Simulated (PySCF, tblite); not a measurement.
**C6H9N3Si: geometry, infrared bands and NMR shifts**

What infrared bands and NMR shifts should C6H9N3Si (`C#Cc1nn(CC)nc1[SiH3]`) show?

The runs use tblite 0.8.0 and PySCF 2.14.0, with density-fitted response routines of our own; the level of theory stands in each step. All values are computed, except where a source is named. Atoms count from 0, in the outputs and in this text.

### Step 1. The starting structure

19 atoms, charge 0, multiplicity 1; geometry from: force field or distance geometry start.

Bonds of the start (Å): C0–C1 1.21, C1–C2 1.42, C2–N3 1.35, N3–N4 1.36, N4–C5 1.45, C5–C6 1.51, N4–N7 1.35, N7–C8 1.34, C8–Si9 1.86, C8–C2 1.40, C0–H10 1.06, C5–H11 1.09, C5–H12 1.09, C6–H13 1.10, C6–H14 1.10, C6–H15 1.09, Si9–H16 1.49, Si9–H17 1.49, Si9–H18 1.49.

### Step 2. Relaxing the molecule with GFN2-xTB

What the job is given:

```
{"job": {"kind": "relax", "xc": "GFN2-xTB", "basis": "xTB"}, "charge": 0, "multiplicity": 1}
C      3.049500     2.360000    -0.119300
C      2.123900     1.590400    -0.210000
C      1.055600     0.661500    -0.294200
N     -0.155500     1.135200    -0.668300
N     -0.894100    -0.001300    -0.633700
C     -2.309900     0.023600    -0.967100
C     -3.164900     0.265700     0.258700
N     -0.268400    -1.145100    -0.292300
C      0.983700    -0.723400    -0.074200
Si     2.406600    -1.791800     0.451300
H      3.838300     3.060000    -0.051200
H     -2.466200     0.810200    -1.705900
H     -2.559600    -0.932600    -1.422600
H     -3.010900    -0.525200     1.006300
H     -2.926200     1.229200     0.736600
H     -4.227400     0.276400    -0.000100
H      3.515700    -1.725500    -0.545900
H      2.029000    -3.226600     0.602500
H      2.971000    -1.331500     1.753600
```

The run is started by

```sh
> OMP_NUM_THREADS=1 python probes_run.py task.json out
```

This one command runs all jobs of the session in turn.

**Question.** This job is followed by: GFN2-xTB harmonic vibrations, gas phase; GIAO PBE0/pcSseg-1 NMR shielding, non-relativistic, gas phase. What will the session give for the following? strongest single infrared mode (GFN2-xTB); zero-point energy (GFN2-xTB); ¹³C shifts against TMS (PBE0/pcSseg-1); ¹H shifts against TMS (PBE0/pcSseg-1, means over atoms taken as alike); ¹⁵N shifts against NH3 (PBE0/pcSseg-1); ²⁹Si shifts against TMS (PBE0/pcSseg-1); surface potential, 1st and 99th percentile.

**Answer**, as computed:

| quantity | value |
| --- | --- |
| strongest single infrared mode (GFN2-xTB) | 794 cm⁻¹, 406 km/mol |
| zero-point energy (GFN2-xTB) | 85.0 kcal/mol |
| ¹³C shifts against TMS (PBE0/pcSseg-1) | 148.2, 142.7, 93.1, 79.6, 51.4, 19.4 ppm |
| ¹H shifts against TMS (PBE0/pcSseg-1, means over atoms taken as alike) | 4.57, 4.53, 3.05, 1.49 ppm |
| ¹⁵N shifts against NH3 (PBE0/pcSseg-1) | 378.0, 372.6, 290.9 ppm |
| ²⁹Si shifts against TMS (PBE0/pcSseg-1) | -85.1 ppm |
| surface potential, 1st and 99th percentile | -1.35 V and 1.41 V |

In words: Over 50 steps the energy fell by 0.278 eV; of the close pairs, N3–N4 changed most, 1.356 to 1.310 Å. All 51 modes are real, so the xTB geometry is a minimum. The strongest single mode, at 794 cm⁻¹, moves mainly H18 and H16. GFN2-xTB is a fitted tight-binding method: band positions and strengths are rough. Its intensities can rank the bands wrongly. NICS(1)zz of -32 ppm above the planar ring from C2 marks a diatropic (aromatic) ring current. At PBE0/pcSseg-1, counted by nearest atom on the grid, the HOMO lies on C0 25 %; C2, C8 about 15 % each, the LUMO on N3 28 %; C0, C2 about 16 % each.
